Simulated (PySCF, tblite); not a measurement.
**C3H6Cl2OSi: geometry, infrared bands and NMR shifts**

Aim: predict the infrared bands and NMR shifts of C3H6Cl2OSi (`C=CO[Si@H](Cl)CCl`).

The runs use tblite 0.8.0 and PySCF 2.14.0, with density-fitted response routines of our own; the level of theory stands in each step. All values are computed, except where a source is named. Atoms are numbered from 0 throughout.

### Step 1. Starting geometry

13 atoms, charge 0, multiplicity 1; geometry from: force field or distance geometry start.

Bonds of the start (Å): C0–C1 1.32, C1–O2 1.39, O2–Si3 1.77, Si3–Cl4 2.08, Si3–C5 1.87, C5–Cl6 1.79, C0–H7 1.08, C0–H8 1.08, C1–H9 1.08, Si3–H10 1.47, C5–H11 1.11, C5–H12 1.11.

### Step 2. Relaxing the molecule with GFN2-xTB

The job: settings as JSON, then the geometry in Å.

```
{"job": {"kind": "relax", "xc": "GFN2-xTB", "basis": "xTB"}, "charge": 0, "multiplicity": 1}
C      2.648600    -0.431700     0.043900
C      1.337400    -0.296700     0.141800
O      0.751100     0.965500     0.087700
Si    -0.820700     0.973000    -0.715400
Cl    -1.673600     2.831800    -0.345400
C     -1.948600    -0.336800    -0.009900
Cl    -2.271100    -1.614600    -1.220000
H      3.331100     0.398000    -0.092900
H      3.061900    -1.425900     0.103300
H      0.726500    -1.173000     0.295800
H     -0.672800     0.755500    -2.159700
H     -1.551900    -0.796100     0.922000
H     -2.922400     0.151400     0.208600
```

Launch:

```console
$ OMP_NUM_THREADS=1 python probes_run.py task.json out
```

The driver reads the jobs from task.json and runs them one after another.

**Question.** This job is followed by: GFN2-xTB harmonic vibrations, gas phase; GIAO PBE0/pcSseg-1 NMR shielding, non-relativistic, gas phase. Predict these results of the whole session: strongest single infrared mode (GFN2-xTB); zero-point energy (GFN2-xTB); 13C shifts against TMS (PBE0/pcSseg-1); 1H shifts against TMS (PBE0/pcSseg-1); 17O shifts against H2O (PBE0/pcSseg-1); 29Si shifts against TMS (PBE0/pcSseg-1); 35Cl shifts against HCl (PBE0/pcSseg-1).

**Answer**, as computed:

| quantity | value |
| --- | --- |
| strongest single infrared mode (GFN2-xTB) | 1191 cm⁻¹, 330 km/mol |
| zero-point energy (GFN2-xTB) | 52.4 kcal/mol |
| 13C shifts against TMS (PBE0/pcSseg-1) | 152.2, 103.8, 37.7 ppm |
| 1H shifts against TMS (PBE0/pcSseg-1) | 7.16, 5.31, 5.02, 4.67, 3.23, 2.94 ppm |
| 17O shifts against H2O (PBE0/pcSseg-1) | 131.6 ppm |
| 29Si shifts against TMS (PBE0/pcSseg-1) | -21.3 ppm |
| 35Cl shifts against HCl (PBE0/pcSseg-1) | 38, 3 ppm |

**Reading.** Over 115 steps the energy fell by 0.556 eV; of the close pairs, O2–Si3 changed most, 1.765 to 1.614 Å. No mode is imaginary among the 33: a minimum at this level. The strongest single mode, at 1191 cm⁻¹, is carried by O2, C1, H12. GFN2-xTB is a fitted tight-binding method: band positions and strengths are rough. Its intensities can rank the bands wrongly. The most deshielded carbon is C1 (alkene carbon bearing oxygen), at 152.2 ppm: an sp2 carbon further deshielded by the attached heteroatom. The most deshielded hydrogen is H9 (hydrogen on an alkene carbon bearing oxygen), at 7.16 ppm: olefinic region. At PBE0/pcSseg-1: The widest tensor belongs to Cl6: span 249 ppm, with a paramagnetic part of -200 ppm.
